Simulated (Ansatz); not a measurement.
# CH6Si + N2: molecular dynamics

Aim: follow the two partners and see whether they stay together, part or react. The start is relaxed first. Runs: 40 steps of 3 fs under a Langevin thermostat at 700 K; 98 steps of 0.5 fs under a Langevin thermostat, set from 1000 K to 10 K by a schedule; 100 steps of 1 fs under a Nosé-Hoover thermostat at 500 K. SMILES of the start: N#N.C[SiH3].

Method: RKS revPBE-D4/6-31G, in Ansatz 0.2.0.

## (1) The system as given

Bond lengths: N1–N2 1.098 Å, C3–Si4 1.895 Å, C3–H5 1.087 Å, C3–H6 1.087 Å, C3–H7 1.087 Å, Si4–H8 1.465 Å, Si4–H9 1.464 Å, Si4–H10 1.465 Å. Angles: C3–Si4–H8 109.2°, C3–Si4–H9 109.9°, C3–Si4–H10 109.8°, H8–Si4–H9 109.4°, H8–Si4–H10 109.2°, H9–Si4–H10 109.3°, Si4–C3–H5 111.2°, Si4–C3–H6 111.4°, Si4–C3–H7 111.2°, H5–C3–H6 107.6°, H5–C3–H7 107.6°, H6–C3–H7 107.6°.

Coordinates:

```xyz
10

N     0.3316    0.5138   -3.5790
N    -0.4895   -0.1134   -3.9510
C     0.0935   -0.3589    1.8730
Si   -0.0483    0.2395    0.0801
H    -0.6008   -1.1704    2.0733
H    -0.1229    0.4401    2.5768
H     1.0946   -0.7235    2.0873
H     0.2611   -0.8710   -0.8246
H     0.8927    1.3358   -0.1553
H    -1.4120    0.7079   -0.1805
```

## (2) Preparing the start

Input file input.yaml:

```yaml
crystal:
  periodic: [false, false, false]
  atoms:
    - { symbol: "N", position_ang: [0.3316, 0.5138, -3.579] }
    - { symbol: "N", position_ang: [-0.4895, -0.1134, -3.951] }
    - { symbol: C, position_ang: [0.0935, -0.3589, 1.873] }
    - { symbol: Si, position_ang: [-0.0483, 0.2395, 0.0801] }
    - { symbol: H, position_ang: [-0.6008, -1.1704, 2.0733] }
    - { symbol: H, position_ang: [-0.1229, 0.4401, 2.5768] }
    - { symbol: H, position_ang: [1.0946, -0.7235, 2.0873] }
    - { symbol: H, position_ang: [0.2611, -0.871, -0.8246] }
    - { symbol: H, position_ang: [0.8927, 1.3358, -0.1553] }
    - { symbol: H, position_ang: [-1.412, 0.7079, -0.1805] }
basis:
  gaussian: { orbitals: "6-31G" }
hamiltonian:
  xc: revpbe
  dispersion: d4
relax:
  f_tol: 0.02
  max_steps: 40
```

Launch:

```
$ ansatz run input.yaml --threads 1 --pin off --max-ram 2048MiB --backend cpu --events-out ev --progress --plain --runs-dir out
```

What it wrote, cut to the lines that bear on the results:

```text
Warning: RAYON_NUM_THREADS=1 ignored (pool sized by the plan → 1); use --threads N
[...]
Functional definition: revPBE
[...]
776 factors; integrals over basis functions are off by at most 1.6e-4 eV
[...]
mean field -11987.19423717 eV, -440.5212630040 hartree, gradient 2.1e-5 eV, S^2 0.000000; 0 other end points of the search recorded, 0 dependent functions left out
[...]
reference -11987.19427238 eV, -440.5212642978 hartree; 20, 20 occupied and 32, 32 virtual orbitals, 776 factors
relax step   1: F+E_penalty+E_count = -11987.59751373 eV  Δ(F+E_penalty+E_count) = +0.000e0 eV  max|allowed force component| = 3.731e0 eV/Å  Δτ_max = 0.0000 Å  (23 SCF iters, accepted)
[...]
relax step   4: F+E_penalty+E_count = -11987.77994250 eV  Δ(F+E_penalty+E_count) = -8.504e-4 eV  max|allowed force component| = 5.357e-1 eV/Å  Δτ_max = 0.0746 Å  (24 SCF iters, accepted)
[...]
relax step   7: F+E_penalty+E_count = -11987.78716589 eV  Δ(F+E_penalty+E_count) = -2.475e-3 eV  max|allowed force component| = 4.168e-2 eV/Å  Δτ_max = 0.0956 Å  (25 SCF iters, accepted)
[...]
relax step  10: F+E_penalty+E_count = -11987.66322907 eV  Δ(F+E_penalty+E_count) = +1.242e-1 eV  max|allowed force component| = 4.132e0 eV/Å  Δτ_max = 0.1951 Å  (27 SCF iters, rejected (line search))
[...]
relax step  12: F+E_penalty+E_count = -11987.77747489 eV  Δ(F+E_penalty+E_count) = +1.146e-2 eV  max|allowed force component| = 1.358e0 eV/Å  Δτ_max = 0.0976 Å  (25 SCF iters, rejected (line search))
[...]
relax step  13: F+E_penalty+E_count = -11987.78937039 eV  Δ(F+E_penalty+E_count) = -4.334e-4 eV  max|allowed force component| = 1.629e-2 eV/Å  Δτ_max = 0.0312 Å  (21 SCF iters, accepted)
[...]
776 factors; integrals over basis functions are off by at most 1.7e-4 eV
mean field -11987.38980825 eV, -440.5284501085 hartree, gradient 2.6e-5 eV, S^2 0.000000; 0 other end points of the search recorded, 0 dependent functions left out
[...]
reference -11987.38984393 eV, -440.5284514198 hartree; 20, 20 occupied and 32, 32 virtual orbitals, 776 factors
```

## (3) The output, continued: start relaxed

The log, continued, cut to the lines that bear on the results:

```text
relax step  14: F+E_penalty+E_count = -11987.78908427 eV  Δ(F+E_penalty+E_count) = +2.861e-4 eV  max|allowed force component| = 3.290e-1 eV/Å  Δτ_max = 0.0484 Å  (24 SCF iters, rejected (line search))
[...]
relax step  16: F+E_penalty+E_count = -11987.78979644 eV  Δ(F+E_penalty+E_count) = -1.500e-4 eV  max|allowed force component| = 1.119e-1 eV/Å  Δτ_max = 0.0244 Å  (22 SCF iters, accepted)
[...]
relax step  18: F+E_penalty+E_count = -11987.79016757 eV  Δ(F+E_penalty+E_count) = -1.362e-4 eV  max|allowed force component| = 4.849e-2 eV/Å  Δτ_max = 0.0429 Å  (22 SCF iters, accepted)
[...]
relax step  20: F+E_penalty+E_count = -11987.79015680 eV  Δ(F+E_penalty+E_count) = +1.078e-5 eV  max|allowed force component| = 2.709e-2 eV/Å  Δτ_max = 0.0185 Å  (22 SCF iters, rejected (line search))
[...]
Atom 0 at    -0.071314     0.610486    -3.403987 Å, force    -0.002605    -0.003657    -0.006049 eV/Å
Atom 1 at    -0.456664     0.130364    -4.353914 Å, force     0.002426     0.004193     0.005981 eV/Å
Atom 2 at     0.063397    -0.316393     1.964981 Å, force    -0.000201     0.001012    -0.000174 eV/Å
Atom 3 at     0.069133     0.108151     0.084134 Å, force     0.000357    -0.000177     0.000637 eV/Å
Atom 4 at    -0.663304    -1.118304     2.177864 Å, force    -0.000026    -0.000209     0.000438 eV/Å
Atom 5 at    -0.211694     0.570695     2.559913 Å, force    -0.000033    -0.000120     0.000048 eV/Å
Atom 6 at     1.062149    -0.656122     2.286846 Å, force     0.000070    -0.000075     0.000303 eV/Å
Atom 7 at     0.445987    -1.110959    -0.736092 Å, force    -0.000100    -0.000065    -0.000021 eV/Å
Atom 8 at     1.065805     1.209698    -0.216002 Å, force     0.000243    -0.000214    -0.000519 eV/Å
Atom 9 at    -1.303494     0.572284    -0.363644 Å, force    -0.000130    -0.000689    -0.000643 eV/Å
Dipole moment:     0.003080    -0.022650     0.128416 e Å
```

Wall time 50 s (1 thread of Arm Neoverse V1, shared host); peak memory 0.13 GiB.

The steps of the relaxation:

```
step  energy from step 1 (eV)  largest force component (eV/Å)
   1                   0.0000                          3.7306
   2                  -0.1589                          1.1942
   3                  -0.1816                          0.3526
   4                  -0.1824                          0.5357
  5x                  -0.1641                          1.5790
   6                  -0.1872                          0.0775
   7                  -0.1897                          0.0417
   8                  -0.1899                          0.1159
   9                  -0.1899                          0.1176
 10x                  -0.0657                          4.1322
  11                  -0.1914                          0.0417
 12x                  -0.1800                          1.3584
  13                  -0.1919                          0.0163
 14x                  -0.1916                          0.3290
  15                  -0.1921                          0.0906
  16                  -0.1923                          0.1119
  17                  -0.1925                          0.0031
  18                  -0.1927                          0.0485
 19x                  -0.1922                          0.3419
 20x                  -0.1926                          0.0271
  21                  -0.1927                          0.0092
  22                  -0.1927                          0.1200
  23                  -0.1928                          0.0378
  24                  -0.1928                          0.0060
```

Step 1 is the start. 6 steps were tried and not accepted (marked x).

After: Bond lengths: N1–N2 1.132 Å, C3–Si4 1.928 Å, C3–H5 1.103 Å, C3–H6 1.103 Å, C3–H7 1.103 Å, Si4–H8 1.517 Å, Si4–H9 1.516 Å, Si4–H10 1.517 Å. Angles: C3–Si4–H8 110.6°, C3–Si4–H9 110.8°, C3–Si4–H10 110.7°, H8–Si4–H9 108.3°, H8–Si4–H10 108.1°, H9–Si4–H10 108.3°, Si4–C3–H5 110.5°, Si4–C3–H6 110.5°, Si4–C3–H7 110.5°, H5–C3–H6 108.4°, H5–C3–H7 108.4°, H6–C3–H7 108.4°.

## (4) Run 1

40 steps of 3 fs under a Langevin thermostat at 700 K, from the relaxed start.

Input file input.yaml:

```yaml
crystal:
  periodic: [false, false, false]
  atoms:
    - { symbol: "N", position_ang: [-0.071314, 0.610486, -3.403987] }
    - { symbol: "N", position_ang: [-0.456664, 0.130364, -4.353914] }
    - { symbol: C, position_ang: [0.063397, -0.316393, 1.964981] }
    - { symbol: Si, position_ang: [0.069133, 0.108151, 0.084134] }
    - { symbol: H, position_ang: [-0.663304, -1.118304, 2.177864] }
    - { symbol: H, position_ang: [-0.211694, 0.570695, 2.559913] }
    - { symbol: H, position_ang: [1.062149, -0.656122, 2.286846] }
    - { symbol: H, position_ang: [0.445987, -1.110959, -0.736092] }
    - { symbol: H, position_ang: [1.065805, 1.209698, -0.216002] }
    - { symbol: H, position_ang: [-1.303494, 0.572284, -0.363644] }
basis:
  gaussian: { orbitals: "6-31G" }
hamiltonian:
  xc: revpbe
  dispersion: d4
md:
  timestep: 3.0
  n_steps: 40
  ensemble: nvt_langevin
  temperature: 700.0
  initial_velocities: maxwell_boltzmann
  seed: 802085
  friction: 0.05
```

Launch:

```
$ ansatz run input.yaml --threads 1 --pin off --max-ram 2048MiB --backend cpu --events-out ev --progress --plain --runs-dir out
```

What it wrote, cut to the lines that bear on the results:

```text
Warning: RAYON_NUM_THREADS=1 ignored (pool sized by the plan → 1); use --threads N
[...]
[... 1 set-up line as earlier in the session ...]
[...]
776 factors; integrals over basis functions are off by at most 1.7e-4 eV
[...]
mean field -11987.39327535 eV, -440.5285775222 hartree, gradient 2.0e-5 eV, S^2 0.000000; 0 other end points of the search recorded, 0 dependent functions left out
[...]
reference -11987.39331132 eV, -440.5285788439 hartree; 20, 20 occupied and 32, 32 virtual orbitals, 776 factors
md step     0: t =     0.00 fs  T =   630.0 K  F+E_penalty+E_count = -11987.79035653 eV  E_kin = 0.814338 eV  (24 SCF iters)
[...]
md step    10: t =    30.00 fs  T =   788.5 K  F+E_penalty+E_count = -11987.27059196 eV  E_kin = 1.019229 eV  (26 SCF iters, 9 dispersion substeps)
[...]
md step    20: t =    60.00 fs  T =  7262.7 K  F+E_penalty+E_count = -11980.96406354 eV  E_kin = 9.387823 eV  (29 SCF iters, 37 dispersion substeps)
[...]
Total energy: -11968.57441907 eV, -439.8369973098 hartree
Atom 0 at     0.337660     0.753784    -3.671551 Å, force    -0.199718    -0.239604    -0.207845 eV/Å
Atom 1 at    -0.179437     0.072103    -4.418044 Å, force     0.190529     0.243626     0.235751 eV/Å
Atom 2 at     0.888917    -1.731134     0.084810 Å, force    -0.419213     3.281799    -0.221789 eV/Å
Atom 3 at     0.385509     0.692052     0.340171 Å, force     0.181595    -2.938256     0.526138 eV/Å
Atom 4 at    -5.776007     4.174485     7.842319 Å, force     0.001068    -0.000332    -0.001541 eV/Å
Atom 5 at    18.379548    14.197768    13.524431 Å, force    -0.000068    -0.000049    -0.000103 eV/Å
Atom 6 at    -2.329602   -15.225305     4.883149 Å, force     0.000059     0.000284    -0.000165 eV/Å
Atom 7 at     0.805202    -0.505115    -0.949737 Å, force    -0.133329    -0.515200     0.269920 eV/Å
Atom 8 at     1.152814     1.976686     0.227624 Å, force     0.289285     0.170011    -0.273580 eV/Å
Atom 9 at    -1.106381     0.975401     0.513796 Å, force     0.089792    -0.002280    -0.326786 eV/Å
Dipole moment:    -0.508771     0.218240    -1.664687 e Å
```

Wall time 5.4 min (1 thread of Arm Neoverse V1, shared host); peak memory 0.1 GiB.

## (5) Frames and traces

The trajectory, every 2 steps (energies from step 0):

```csv
time (fs),T (K),potential energy change (meV/atom),closest contact of the partners (Å)
0.0,630,0.0,3.22
6.0,490,54.6,3.09
12.0,573,47.8,2.94
18.0,535,73.2,2.82
24.0,658,46.1,2.92
30.0,789,52.0,3.00
36.0,748,76.1,3.05
42.0,699,114.0,3.09
48.0,772,167.7,3.04
54.0,3384,333.1,2.99
60.0,7263,682.6,2.87
66.0,4519,741.0,2.72
72.0,2545,837.5,2.80
78.0,21352,1446.2,2.68
84.0,71339,1873.4,2.64
90.0,40294,1920.4,2.56
96.0,22324,1821.1,2.69
102.0,11729,1894.4,2.73
108.0,5723,1945.3,2.95
114.0,3506,1964.5,3.11
120.0,2837,1921.6,3.04
```

time (fs), T (K) and a bar:
```
      0.0        630 
      6.0        490 
      9.0        455 
     15.0        528 
     21.0        936 
     27.0        679 
     30.0        789 
     36.0        748 
     42.0        699 
     48.0        772 
     51.0       1202 
     57.0      11766 #####
     63.0       5440 ##
     69.0       3644 #
     72.0       2545 #
     78.0      21352 #########
     84.0      71339 ##############################
     90.0      40294 #################
     93.0      30338 #############
     99.0      16483 #######
    105.0       7513 ###
    111.0       4007 ##
    114.0       3506 #
    120.0       2837 #
```

Bonds that form or break, judged by distance (formed within 1.15 times the sum of covalent radii and held on average over 12 fs, broken when stretched by half; pairs already stretched at the start don't count as bonds):

```csv
time (fs),bond,event
57.0,C3–H5,breaks
81.0,C3–H6,breaks
84.0,C3–H7,breaks
```

On run 1: The run blows up, reaching 76788 K, so it describes no real motion. The partners' closest contact goes from 3.22 to 3.04 Å; so short a run doesn't show whether they stay bound.

## (6) Run 2

98 steps of 0.5 fs under a Langevin thermostat, set from 1000 K to 10 K by a schedule, from the relaxed start.

Edit input.yaml of step 4 so:

```diff
@@ -19,8 +19,11 @@
 md:
-  timestep: 3.0
-  n_steps: 40
+  timestep: 0.5
+  n_steps: 98
   ensemble: nvt_langevin
-  temperature: 700.0
+  temperature: 1000.0
   initial_velocities: maxwell_boltzmann
-  seed: 802085
-  friction: 0.05
+  seed: 812593
+  friction: 0.01
+  temperature_schedule:
+    - { n_steps: 24, end_temperature: 1000.0 }
+    - { n_steps: 73, end_temperature: 10.0 }
```

Launch:

```
$ ansatz run input.yaml --threads 1 --pin off --max-ram 2048MiB --backend cpu --events-out ev --progress --plain --runs-dir out
```

What it wrote, cut to the lines that bear on the results:

```text
Warning: RAYON_NUM_THREADS=1 ignored (pool sized by the plan → 1); use --threads N
[...]
[... 1 set-up line as earlier in the session ...]
[...]
776 factors; integrals over basis functions are off by at most 1.7e-4 eV
[...]
mean field -11987.39327535 eV, -440.5285775222 hartree, gradient 2.0e-5 eV, S^2 0.000000; 0 other end points of the search recorded, 0 dependent functions left out
[...]
reference -11987.39331132 eV, -440.5285788439 hartree; 20, 20 occupied and 32, 32 virtual orbitals, 776 factors
md step     0: t =     0.00 fs  T =   900.0 K (target 1000.0 K)  F+E_penalty+E_count = -11987.79035653 eV  E_kin = 1.163340 eV  (24 SCF iters)
[...]
md step    12: t =     6.00 fs  T =   720.8 K (target 1000.0 K)  F+E_penalty+E_count = -11987.50868056 eV  E_kin = 0.931705 eV  (24 SCF iters, 3 dispersion substeps)
[...]
md step    24: t =    12.00 fs  T =   726.2 K (target 1000.0 K)  F+E_penalty+E_count = -11987.33421808 eV  E_kin = 0.938667 eV  (24 SCF iters, 3 dispersion substeps)
[...]
md step    36: t =    18.00 fs  T =   720.2 K (target 844.0 K)  F+E_penalty+E_count = -11987.35620509 eV  E_kin = 0.930923 eV  (24 SCF iters, 3 dispersion substeps)
[...]
md step    46: t =    23.00 fs  T =   963.2 K (target 708.4 K)  F+E_penalty+E_count = -11987.55894630 eV  E_kin = 1.244982 eV  (24 SCF iters, 3 dispersion substeps)
md step    47: t =    23.50 fs  T =   954.3 K (target 694.9 K)  F+E_penalty+E_count = -11987.53626803 eV  E_kin = 1.233526 eV  (24 SCF iters, 3 dispersion substeps)
```

## (7) More of the same log: dynamics from the start

The log, continued, cut to the lines that bear on the results:

```text
md step    48: t =    24.00 fs  T =   921.2 K (target 681.3 K)  F+E_penalty+E_count = -11987.49074567 eV  E_kin = 1.190681 eV  (24 SCF iters, 3 dispersion substeps)
[...]
md step    60: t =    30.00 fs  T =   835.4 K (target 518.6 K)  F+E_penalty+E_count = -11987.52249454 eV  E_kin = 1.079845 eV  (24 SCF iters, 3 dispersion substeps)
[...]
md step    72: t =    36.00 fs  T =   737.4 K (target 355.8 K)  F+E_penalty+E_count = -11987.38008513 eV  E_kin = 0.953131 eV  (25 SCF iters, 3 dispersion substeps)
[...]
md step    84: t =    42.00 fs  T =   687.6 K (target 193.1 K)  F+E_penalty+E_count = -11987.32207144 eV  E_kin = 0.888791 eV  (24 SCF iters, 3 dispersion substeps)
[...]
md step    96: t =    48.00 fs  T =   638.8 K (target 30.3 K)  F+E_penalty+E_count = -11987.33301682 eV  E_kin = 0.825706 eV  (24 SCF iters, 3 dispersion substeps)
[...]
Atom 0 at    -0.028850     0.900389    -3.745656 Å, force     2.678591     3.826759     4.098981 eV/Å
Atom 1 at    -0.501395     0.230646    -4.465805 Å, force    -2.688151    -3.824019    -4.090436 eV/Å
Atom 2 at     1.035654    -0.437766     2.019946 Å, force    -0.535928     0.708274    -0.640286 eV/Å
Atom 3 at    -0.022056    -0.011544     0.367854 Å, force     1.970223    -0.195259    -0.810110 eV/Å
Atom 4 at     0.348329    -0.935696     2.698993 Å, force    -0.145185    -0.335342     0.437953 eV/Å
Atom 5 at     1.491578     0.410919     2.530078 Å, force    -0.361623     0.801205     0.121530 eV/Å
Atom 6 at     1.917047    -1.045958     1.834812 Å, force     0.041052    -0.799262    -0.610209 eV/Å
Atom 7 at    -0.802021    -1.251510    -0.014580 Å, force    -0.051035    -0.079918     0.020025 eV/Å
Atom 8 at     1.041204     0.246422    -0.868501 Å, force    -1.005991    -0.186684     1.141004 eV/Å
Atom 9 at    -1.007301     1.139724     0.332162 Å, force     0.098046     0.084246     0.331548 eV/Å
Dipole moment:     0.043140    -0.003990     0.211039 e Å
```

Wall time 3 min (1 thread of Arm Neoverse V1, shared host); peak memory 0.1 GiB.

## (8) Frames and traces

The trajectory, every 4 steps (energies from step 0):

| time (fs) | T (K) | potential energy change (meV/atom) | closest contact of the partners (Å) |
| --- | --- | --- | --- |
| 0.0 | 900 | 0.0 | 3.22 |
| 2.0 | 678 | 22.6 | 3.18 |
| 4.0 | 610 | 39.0 | 3.16 |
| 6.0 | 721 | 28.2 | 3.14 |
| 8.0 | 703 | 34.4 | 3.13 |
| 10.0 | 713 | 42.6 | 3.11 |
| 12.0 | 726 | 45.6 | 3.10 |
| 14.0 | 762 | 37.5 | 3.12 |
| 16.0 | 881 | 24.1 | 3.16 |
| 18.0 | 720 | 43.4 | 3.15 |
| 20.0 | 803 | 44.3 | 3.11 |
| 22.0 | 993 | 25.5 | 3.06 |
| 24.0 | 921 | 30.0 | 3.04 |
| 26.0 | 747 | 50.4 | 3.03 |
| 28.0 | 800 | 39.0 | 3.02 |
| 30.0 | 835 | 26.8 | 3.01 |
| 32.0 | 743 | 35.5 | 3.00 |
| 34.0 | 641 | 48.1 | 3.01 |
| 36.0 | 737 | 41.0 | 3.02 |
| 38.0 | 821 | 30.0 | 3.06 |
| 40.0 | 669 | 48.0 | 3.10 |
| 42.0 | 688 | 46.8 | 3.14 |
| 44.0 | 788 | 33.2 | 3.15 |
| 46.0 | 739 | 37.3 | 3.14 |
| 48.0 | 639 | 45.7 | 3.14 |
| 49.0 | 615 | 47.4 | 3.14 |

time (fs), T (K) and a bar:
```
      0.0        900 #########################
      2.0        678 ######
      4.5        636 ##
      6.5        708 ########
      8.5        677 ######
     10.5        697 #######
     13.0        691 #######
     15.0        928 ############################
     17.0        854 #####################
     19.0        731 ##########
     21.5        921 ###########################
     23.5        954 ##############################
     25.5        788 ###############
     27.5        810 #################
     30.0        835 ####################
     32.0        743 ###########
     34.0        641 ##
     36.0        737 ###########
     38.5        820 ##################
     40.5        649 ###
     42.5        722 #########
     44.5        800 ################
     47.0        677 #####
     49.0        615
```

(Part 1 of 2 ends here.)
